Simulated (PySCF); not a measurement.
**GeSiH5F (SMILES [F][GeH2][SiH3]) at 5 levels**

We compute a comparison of 5 runs (HF/def2-SVPD, B3LYP/6-31G*, PBE0/def2-SVP, MP2/def2-TZVP) of GeSiH5F. The job is set up through a Python script.

The results are computed with PySCF 2.14.0.

## 1. The structure to begin with

GeSiH5F has 8 atoms, charge 0, and is taken as a singlet. SMILES: `[F][GeH2][SiH3]`. The coordinates come from a PBE0-D4/def2-TZVP relaxation.

Bond lengths: F1–Ge2 1.751 Å, Ge2–Si3 2.384 Å, Ge2–H4 1.539 Å, Ge2–H5 1.539 Å, Si3–H6 1.484 Å, Si3–H7 1.487 Å, Si3–H8 1.484 Å. Some angles: F1–Ge2–Si3 106.5°, F1–Ge2–H4 105.4°, F1–Ge2–H5 105.4°, Si3–Ge2–H4 114.3°, Si3–Ge2–H5 114.3°, Ge2–Si3–H6 109.6°, Ge2–Si3–H7 108.6°, Ge2–Si3–H8 109.6°, H4–Ge2–H5 110.1°, H6–Si3–H7 109.5°.

## 2. Energy and forces at HF/def2-SVPD (run 1)

File calc.py:

```python
# [F][GeH2][SiH3]
import pyscf.grad
from pyscf import gto

mol = gto.M(
    atom='''
F   -2.004400   1.117400  -0.231100
Ge  -0.457300   0.603500  -0.870600
Si   0.596000  -0.672200   0.846600
H   -0.786700  -0.198700  -2.142400
H    0.284000   1.901000  -1.239500
H    0.792000   0.176100   2.048900
H    1.917000  -1.138600   0.347700
H   -0.248200  -1.845400   1.184800
''',
    spin=0,
    charge=0,
    verbose=3,
    basis='def2-svpd',
    max_memory=1860,
)

mf = mol.RHF()
mf.conv_tol = 1e-10
mf.kernel()
if not mf.converged:
    mf = mf.newton().run(mf.mo_coeff, mf.mo_occ)

etot = mf.e_tot
print('E = %.10f Eh' % etot)
grad = mf.Gradients().kernel()
mf.analyze()
```

Launch:

```console
$ OMP_NUM_THREADS=1 python calc.py
```

The log of the run:

```text
converged SCF energy = -2466.25132030932
[... 29 lines left out ...]
MO #20  energy= -1.66240182344127  occ= 2
[... 20 lines left out ...]
MO #41  energy= 0.194330964941461  occ= 0
[... 20 lines left out ...]
MO #62  energy= 0.466973533692827  occ= 0
[... 20 lines left out ...]
MO #83  energy= 0.906341368203353  occ= 0
[... 20 lines left out ...]
MO #104 energy= 2.04111348225087   occ= 0
[... 20 lines left out ...]
MO #125 energy= 3.91758254006186   occ= 0
[... 9 lines left out ...]
Dipole moment(X, Y, Z, Debye):  2.33194, -1.00480, -0.42774
```

Wall time 20 s (1 thread of Intel Xeon at 2.70GHz, shared host); peak memory 0.35 GiB.

## 3. Energy and gradient at B3LYP/6-31G(d) (spherical functions) (run 2)

File job.py:

```python
# [F][GeH2][SiH3]
from pyscf import gto, dft

mol = gto.M(
    atom='''
F   -2.004400   1.117400  -0.231100
Ge  -0.457300   0.603500  -0.870600
Si   0.596000  -0.672200   0.846600
H   -0.786700  -0.198700  -2.142400
H    0.284000   1.901000  -1.239500
H    0.792000   0.176100   2.048900
H    1.917000  -1.138600   0.347700
H   -0.248200  -1.845400   1.184800
''',
    charge=0,
    basis='6-31g*',
    verbose=4,
    spin=0,
    max_memory=1860,
)

mf = dft.RKS(mol, xc='b3lyp')
mf.grids.level = 5
mf.conv_tol = 1e-10
mf.kernel()
if not mf.converged:
    mf = mf.newton().run(mf.mo_coeff, mf.mo_occ)

etot = mf.e_tot
print('Final energy', etot)
grad = mf.nuc_grad_method().kernel()
mf.analyze()
```

Launch:

```console
$ OMP_NUM_THREADS=1 python job.py
```

The log of the run:

```text
PySCF version 2.14.0

[... 102 lines left out ...]
MO #4   energy= -44.3533159056169  occ= 2
[... 13 lines left out ...]
MO #18  energy= -1.23471181094269  occ= 2
[... 13 lines left out ...]
MO #32  energy= 0.0110743959215416 occ= 0
[... 13 lines left out ...]
MO #46  energy= 0.436419880322791  occ= 0
[... 13 lines left out ...]
MO #60  energy= 1.14634006830052   occ= 0
[... 13 lines left out ...]
MO #74  energy= 3.50429909794071   occ= 0
[... 85 lines left out ...]
Dipole moment(X, Y, Z, Debye):  1.93693, -0.80563, -0.42274
```

It took 33 s on 1 thread of Intel Xeon at 2.70GHz, shared host; peak memory 0.73 GiB.

Runs 3 to 4 aren't shown in full; the table further down has their settings and results.

## 4. Energy and forces at MP2/def2-TZVP (run 5)

File mol.xyz:

```xyz
8

F     -2.004400     1.117400    -0.231100
Ge    -0.457300     0.603500    -0.870600
Si     0.596000    -0.672200     0.846600
H     -0.786700    -0.198700    -2.142400
H      0.284000     1.901000    -1.239500
H      0.792000     0.176100     2.048900
H      1.917000    -1.138600     0.347700
H     -0.248200    -1.845400     1.184800
```

File input.py:

```python
import pyscf.grad
from pyscf import gto, mp

mol = gto.M(
    atom='mol.xyz',
    verbose=3,
    max_memory=1860,
    spin=0,
    basis='def2-tzvp',
)

hf = mol.RHF()
hf.conv_tol = 1e-10
hf.kernel()
if not hf.converged:
    hf = hf.newton().run(hf.mo_coeff, hf.mo_occ)

pt = mp.MP2(hf, frozen=15).run()
etot = pt.e_tot
print('E = %.10f Eh' % etot)
grad = pt.Gradients().kernel()
dip = hf.dip_moment()
pop, q = hf.mulliken_pop()
```

Launch:

```console
$ OMP_NUM_THREADS=1 python input.py
```

The log of the run:

```text
converged SCF energy = -2466.73581429403
[... 11 lines left out ...]
Dipole moment(X, Y, Z, Debye):  2.24106, -0.97667, -0.38539
[... 155 lines left out ...]
charge of    7H =     -0.02821
```

Wall time 1.7 min (1 thread of Intel Xeon at 2.70GHz, shared host); peak memory 2 GiB.

## 5. All runs side by side

```tsv
run	level	integration grid	Cartesian functions	energy (Eh)	dipole moment (D) of the reference	HOMO energy (eV)	LUMO energy (eV)	wall time
1	HF/def2-SVPD	–	no	-2466.251320	2.57	-11.28	2.19	20 s
2	B3LYP/6-31G* (spherical functions)	5	no	-2469.123392	2.14	-8.04	-0.57	33 s
3	B3LYP/6-31G* (Cartesian functions)	5	yes	-2469.131772	2.13	-8.04	-0.59	47 s
4	PBE0/def2-SVP	5	no	-2468.447205	2.15	-8.41	-0.44	30 s
5	MP2/def2-TZVP	–	no	-2467.358028	2.47	-11.24	2.59	1.7 min
```

## 6. What came out

| quantity | value |
| --- | --- |
| run 5: total energy | -2467.35803 Eh |
| run 5: dipole moment (Hartree–Fock density) | 2.47 D |
| run 5: HOMO energy (Hartree–Fock orbitals) | -11.24 eV |
| run 5: LUMO energy (Hartree–Fock orbitals) | 2.59 eV |
| run 5: HOMO–LUMO gap (Hartree–Fock orbitals) | 13.82 eV |
| run 5: correlation energy (15 core orbitals frozen) | -622.2 mEh |
| run 5: largest force on an atom | 0.183 eV/Å |

Over runs 1, 2, 3, 4 the dipole moment (its size) runs from 2.13 D (B3LYP/6-31G*) to 2.57 D (HF/def2-SVPD). The two ends differ in method and basis. Over runs 1, 2, 3, 4 the HOMO–LUMO gap runs from 7.45 eV (B3LYP/6-31G*) to 13.47 eV (HF/def2-SVPD). Totals of different functionals can't be ranked against each other. All runs together took 3.9 min, the longest 1.7 min.
